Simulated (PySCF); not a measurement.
# CH7FOSi2: the cost of one run

Programs: PySCF 2.14.0, with density-fitted response routines of our own. Each step states its level of theory. These are calculated values for one molecule in the gas phase, unless marked as measured. Atoms are numbered from 0 throughout.

## Step 1: The molecule as given

12 atoms, charge 0, multiplicity 1; geometry from: PBE0-D3(BJ)/def2-SVP.

Bonds of the start (Å): C0–Si1 1.87, Si1–O2 1.67, O2–Si3 1.64, Si3–F4 1.63, C0–H5 1.10, C0–H6 1.10, C0–H7 1.10, Si1–H8 1.49, Si1–H9 1.49, Si3–H10 1.48, Si3–H11 1.49.

## Step 2: NMR shieldings: PBE0/pcSseg-2

The job: settings as JSON, then the geometry in Å.

```
{"job": {"kind": "nmr", "xc": "PBE0", "basis": "pcSseg-2", "pop": false}, "charge": 0, "multiplicity": 1}
C     -1.616993     0.693394     0.121336
Si    -0.791381    -0.774616    -0.682432
O      0.764531    -0.944728    -0.088649
Si     2.040110    -0.084963     0.469544
F      1.847589     1.466835     0.023231
H     -1.681637     0.558072     1.212291
H     -2.637452     0.836989    -0.266849
H     -1.037124     1.608155    -0.077694
H     -1.514306    -2.043577    -0.381578
H     -0.717455    -0.594365    -2.163086
H      3.293922    -0.584732    -0.145559
H      2.081516    -0.112060     1.954106
```

Level: GIAO PBE0/pcSseg-2 NMR shielding, non-relativistic, gas phase.

On the command line:

```bash
OMP_NUM_THREADS=1 python probes_run.py task.json out
```

One launch serves the whole session: the jobs run in the order shown.

**Question.** How long does this first job take on 1 thread of Arm Neoverse V1, shared host, and how much memory does it need?

About 40 s, with a peak of 1.1 GiB.
